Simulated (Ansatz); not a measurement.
# CH2AlBF2: small, medium and large basis sets

How large a basis does CH2AlBF2 need? Two functionals are run in growing sets.

Computed with Ansatz 0.2.0, Gaussian basis. Level: one geometry, several basis sets.

Levels to be run: PBE0-D4/def2-SVP; ωB97M-V/def2-SVP; PBE0-D4/def2-QZVPP; ωB97M-V/def2-QZVPP; the functionals' def2-TZVPP values are taken from earlier runs.

### 1 The relaxed structure

An earlier PBE0-D4 in a triple-zeta def2 set relaxation fixed the geometry.

7 atoms, charge 0, spin multiplicity 1.

Atoms are counted from 1 here; the program's logs count them from 0.

Bond lengths: F1–C2 1.350 Å, C2–B3 1.450 Å, C2–Al4 2.333 Å, C2–H6 1.106 Å, B3–Al4 1.983 Å, B3–H7 1.183 Å, Al4–F5 1.641 Å. Angles: F1–C2–B3 124.6°, F1–C2–Al4 177.7°, F1–C2–H6 106.6°, B3–C2–Al4 57.7°, B3–C2–H6 128.8°, Al4–C2–H6 71.1°, C2–B3–Al4 84.1°, C2–B3–H7 136.1°, Al4–B3–H7 139.8°, C2–Al4–B3 38.2°, C2–Al4–F5 126.6°, B3–Al4–F5 164.8°.

### 2 PBE0-D4 in def2-SVP

in.yaml

```yaml
crystal:
  periodic: [false, false, false]
  atoms:
    - {symbol: F, position_ang: [0.145328, -1.264491, 1.811288]}
    - {symbol: C, position_ang: [0.019468, -0.443018, 0.746780]}
    - {symbol: B, position_ang: [0.551712, -0.719051, -0.573831]}
    - {symbol: Al, position_ang: [-0.246053, 1.035456, -1.038813]}
    - {symbol: F, position_ang: [-1.024308, 2.479407, -1.004964]}
    - {symbol: H, position_ang: [-0.549791, 0.439145, 1.093154]}
    - {symbol: H, position_ang: [1.164844, -1.595349, -1.079312]}
basis:
  gaussian: {orbitals: def2-SVP}
hamiltonian: {xc: pbe0, dispersion: d4}
output: {orbitals: {seedname: orbitals}}
```

Command:

```bash
> ansatz run in.yaml --threads 2 --pin off --events-out ev --progress --plain --max-ram 4352MiB
```

Further steps of the session: ωB97M-V in def2-SVP; PBE0-D4 in def2-QZVPP; ωB97M-V in def2-QZVPP.

Q: Predict the results of all the runs planned. Wanted: PBE0-D4: double and triple zeta above quadruple; ωB97M-V: double and triple zeta above quadruple.

As calculated:

| quantity | value |
| --- | --- |
| PBE0-D4: double and triple zeta above quadruple | 11.71, 0.60 eV |
| ωB97M-V: double and triple zeta above quadruple | 11.89, 0.57 eV |

**Reading.** For PBE0-D4 the step from double to triple zeta gains 11.11 eV and the next only 0.60 eV. Total energies overstate the basis error of differences, where much of it tends to cancel.
